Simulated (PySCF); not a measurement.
**A workflow on SiCNClF2 (SMILES N#C[Si](F)(F)Cl)**

Aim: a series of 9 runs (PBE0-D4/def2-TZVP, MP2/def2-TZVPP, RI-MP2/def2-QZVPP, PBE-D4/def2-TZVPP, r2SCAN-D4/def2-TZVPP, B3LYP-D4/def2-TZVPP, wB97M-V/def2-TZVPP, M06-2X/def2-TZVPP, and more) of SiCNClF2. The job is set up through a Python script.

The results are computed with PySCF 2.14.0.

1 further run of the same task is left out (for a faulty analytic Hessian).

## Step 1: The structure to begin with

SiCNClF2 has 6 atoms, charge 0, and is taken as a singlet. As SMILES, `N#C[Si](F)(F)Cl`. All atoms were displaced at random from a relaxed shape. The run starts from this shape.

Bond lengths: N1–C2 1.162 Å, C2–Si3 1.852 Å, Si3–F4 1.574 Å, Si3–F5 1.553 Å, Si3–Cl6 1.976 Å. Angles: N1–C2–Si3 178.0°, C2–Si3–F4 106.6°, C2–Si3–F5 108.8°, C2–Si3–Cl6 107.3°, F4–Si3–F5 110.7°, F4–Si3–Cl6 111.5°, F5–Si3–Cl6 111.6°.

## Step 2: A structure relaxation at PBE0-D4/def2-TZVP (density fitting with def2-universal-jkfit) (run 1)

The input, mol.xyz:

```xyz
6
CClF2NSi
N      1.877874    -1.113409     1.139798
C      0.998007    -0.630048     0.553667
Si    -0.427467     0.161419    -0.324062
F     -1.502175    -0.966639    -0.545123
F      0.069490     0.720140    -1.684779
Cl    -1.114062     1.598796     0.844655
```

The input, calc.py:

```python
from pyscf import gto, dft
from pyscf.geomopt.geometric_solver import kernel as optimise

mol = gto.Mole()
mol.atom = 'mol.xyz'
mol.basis = 'def2-tzvp'
mol.max_memory = 1860
mol.verbose = 3
mol.build()

mf = dft.RKS(mol)
mf.xc = 'pbe0'
mf = mf.density_fit(auxbasis='def2-universal-jkfit')
mf.conv_tol = 1e-09
mf.grids.level = 4
mf.max_cycle = 100
mf.disp = 'd4'
converged, mol_eq = optimise(mf, maxsteps=100)
print('converged:', converged)
print(mol_eq.tostring())

mf.reset(mol_eq)
mol = mol_eq
mf.kernel()
e_final = mf.e_tot
print('E = %.10f Eh' % e_final)
```

The run is started by

```bash
$ OMP_NUM_THREADS=1 python calc.py
```

The log of the run:

```text
maxiter                   100
----------------------------------------------------------
Custom engine selected.
Bonds will be generated from interatomic distances less than 1.20 times sum of covalent radii
18 internal coordinates being used (instead of 18 Cartesians)
Internal coordinate system (atoms numbered from 1):
Distance 1-2
Distance 2-3
Distance 3-4
Distance 3-5
Distance 3-6
Angle 2-3-4
Angle 2-3-5
Angle 2-3-6
Angle 4-3-5
Angle 4-3-6
Angle 5-3-6
LinearAngleX 1-2-3
LinearAngleY 1-2-3
Translation-X 1-6
Translation-Y 1-6
Translation-Z 1-6
Rotation-A 1-6
Rotation-B 1-6
Rotation-C 1-6
> ===== Optimization Info: ====
> Job type: Energy minimization
> Maximum number of optimization cycles: 100
> Initial / maximum trust radius (Angstrom): 0.100 / 0.300
> Convergence Criteria:
> Will converge when all 5 criteria are reached:
>  |Delta-E| < 1.00e-06
>  RMS-Grad  < 3.00e-04
>  Max-Grad  < 4.50e-04
>  RMS-Disp  < 1.20e-03
>  Max-Disp  < 1.80e-03
> === End Optimization Info ===

Geometry optimization cycle 1
Cartesian coordinates (Angstrom)
[... 8 lines left out ...]
WARN: Mole.unit (angstrom) is changed to Bohr
[... 1 line left out ...]
converged SCF energy = -1042.0000524124
[... 10 lines left out ...]
Step    0 : Gradient = 1.829e-02/2.775e-02 (rms/max) Energy = -1042.0000524124
[... 11 lines left out ...]
converged SCF energy = -1042.00132287641
[... 22 lines left out ...]
converged SCF energy = -1042.00141291169
[... 22 lines left out ...]
converged SCF energy = -1042.00141982113
[... 22 lines left out ...]
converged SCF energy = -1042.0014218406
[... 22 lines left out ...]
converged SCF energy = -1042.00142290313
[... 22 lines left out ...]
converged SCF energy = -1042.00142320414
[... 22 lines left out ...]
converged SCF energy = -1042.00142303645
[... 12 lines left out ...]
Converged! =D
[... 1 line left out ...]
converged: True
N           1.89135719       -1.12694881        1.11264141
C           0.99822204       -0.64626201        0.56969857
Si         -0.41863721        0.13533631       -0.27759194
F          -1.50558806       -0.96481912       -0.52958530
F           0.08119929        0.67978528       -1.65915215
Cl         -1.16335654        1.61741248        0.83682019
converged SCF energy = -1042.00142303643
E = -1042.0014230364 Eh
```

It took 6 min on 1 thread of Intel Xeon at 2.70GHz, shared host; peak memory 1.8 GiB.

Step by step:

```csv
step,energy from the first frame kept (eV),largest force (eV/Å)
0,0.0000,1.4270
1,-0.0346,0.3922
2,-0.0370,0.0614
3,-0.0372,0.0198
4,-0.0373,0.0218
5,-0.0373,0.0212
6,-0.0373,0.0127
7,-0.0373,0.0084
```

After the run. Bond lengths: N1–C2 1.150 Å, C2–Si3 1.827 Å, Si3–F4 1.567 Å, Si3–F5 1.567 Å, Si3–Cl6 1.998 Å. Angles: N1–C2–Si3 179.3°, C2–Si3–F4 108.2°, C2–Si3–F5 108.1°, C2–Si3–Cl6 110.4°, F4–Si3–F5 108.9°, F4–Si3–Cl6 110.6°, F5–Si3–Cl6 110.7°.

## Step 3: A single-point energy at MP2/def2-TZVPP (run 3)

The input, input.py:

```python
from pyscf import gto, mp

molecule = gto.Mole()
molecule.atom = '''
N      3.574147    -2.129625     2.102587
C      1.886366    -1.221258     1.076575
Si    -0.791109     0.255748    -0.524573
F     -2.845149    -1.823244    -1.000771
F      0.153444     1.284607    -3.135343
Cl    -2.198426     3.056466     1.581361
'''
molecule.basis = 'def2-tzvpp'
molecule.charge = 0
molecule.verbose = 3
molecule.unit = 'bohr'
molecule.max_memory = 1860
molecule.build()

myscf = molecule.RHF()
myscf.conv_tol = 1e-10
myscf.kernel()
if not myscf.converged:
    myscf = myscf.newton().run(myscf.mo_coeff, myscf.mo_occ)

pt = mp.MP2(myscf, frozen=14).run()
energy = pt.e_tot
print('Final energy', energy)
```

The run is started by

```bash
$ OMP_NUM_THREADS=1 python input.py
```

The log of the run:

```text
converged SCF energy = -1039.98073071598
E(RMP2) = -1041.10299997153  E_corr = -1.1222692555463
E(SCS-RMP2) = -1041.07334379232  E_corr = -1.09261307634402
Final energy -1041.1029999715267
```

Run time: 1.9 min. Hardware: 1 thread of Intel Xeon at 2.70GHz, shared host; peak memory 1.8 GiB.

Runs 4 to 9 aren't shown in full; the table further down has their settings and results.

## Step 4: A single-point energy at B3LYP/6-31G(d) (spherical functions) (run 10)

The input, calc.py:

```python
from pyscf import gto, dft

mol = gto.M(
    atom='''
N      3.574147    -2.129625     2.102587
C      1.886366    -1.221258     1.076575
Si    -0.791109     0.255748    -0.524573
F     -2.845149    -1.823244    -1.000771
F      0.153444     1.284607    -3.135343
Cl    -2.198426     3.056466     1.581361
''',
    basis='6-31g*',
    verbose=3,
    max_memory=1860,
    unit='bohr',
)

myscf = dft.RKS(mol)
myscf.xc = 'b3lyp'
myscf.grids.level = 5
myscf.conv_tol = 1e-10
myscf.kernel()
if not myscf.converged:
    myscf = myscf.newton().run(myscf.mo_coeff, myscf.mo_occ)

energy = myscf.e_tot
print('Final energy', energy)
```

The run is started by

```bash
$ OMP_NUM_THREADS=1 python calc.py
```

The log of the run:

```text
converged SCF energy = -1042.3815383666
Final energy -1042.381538366604
```

Run time: 22 s. Hardware: 1 thread of Intel Xeon at 2.70GHz, shared host; peak memory 0.48 GiB.

## Step 5: All runs side by side

```csv
run,level,task,integral approximation,energy (Eh),dipole moment (D) of the reference,HOMO energy (eV),LUMO energy (eV),wall time
1,PBE0-D4/def2-TZVP (density fitting with def2-universal-jkfit),optimise,def2-universal-jkfit,-1042.001423,2.11,-10.52,-1.41,6 min
3,MP2/def2-TZVPP,energy,none,-1041.103000,2.16,-13.75,2.43,1.9 min
4,RI-MP2/def2-QZVPP (density fitting with def2-universal-jkfit),energy,def2-universal-jkfit,-1041.242051,2.17,-13.76,2.27,14 s
5,PBE-D4/def2-TZVPP,energy,none,-1041.941510,2.12,-9.05,-2.39,2 min
6,r2SCAN-D4/def2-TZVPP (density fitting with def2-universal-jkfit),energy,def2-universal-jkfit,-1042.387213,2.12,-9.43,-2.20,83 s
7,B3LYP-D4/def2-TZVPP,energy,none,-1042.612568,2.13,-10.22,-1.63,2 min
8,wB97M-V/def2-TZVPP (density fitting with def2-universal-jkfit),energy,def2-universal-jkfit,-1042.471757,2.13,-12.80,0.78,2.3 min
9,M06-2X/def2-TZVPP (density fitting with def2-universal-jkfit),energy,def2-universal-jkfit,-1042.442982,2.10,-11.90,-0.42,64 s
10,B3LYP/6-31G* (spherical functions),energy,none,-1042.381538,1.76,-10.04,-1.29,22 s
```

## Step 6: Outcome

```
                           quantity           value
 run 10, B3LYP/6-31G*: total energy  -1042.38154 Eh
run 10, B3LYP/6-31G*: dipole moment          1.76 D
  run 10, B3LYP/6-31G*: HOMO energy       -10.04 eV
  run 10, B3LYP/6-31G*: LUMO energy        -1.29 eV
run 10, B3LYP/6-31G*: HOMO–LUMO gap         8.75 eV
```

Over runs 5, 6, 7, 8, 9, 10 the dipole moment (its size) runs from 1.76 D (B3LYP/6-31G*) to 2.13 D (wB97M-V/def2-TZVPP). The two ends differ in method and basis. Over runs 5, 6, 7, 8, 9, 10 the HOMO–LUMO gap runs from 6.66 eV (PBE-D4/def2-TZVPP) to 13.58 eV (wB97M-V/def2-TZVPP). Totals of different functionals can't be ranked against each other. All runs together took 17 min, the longest 6 min.
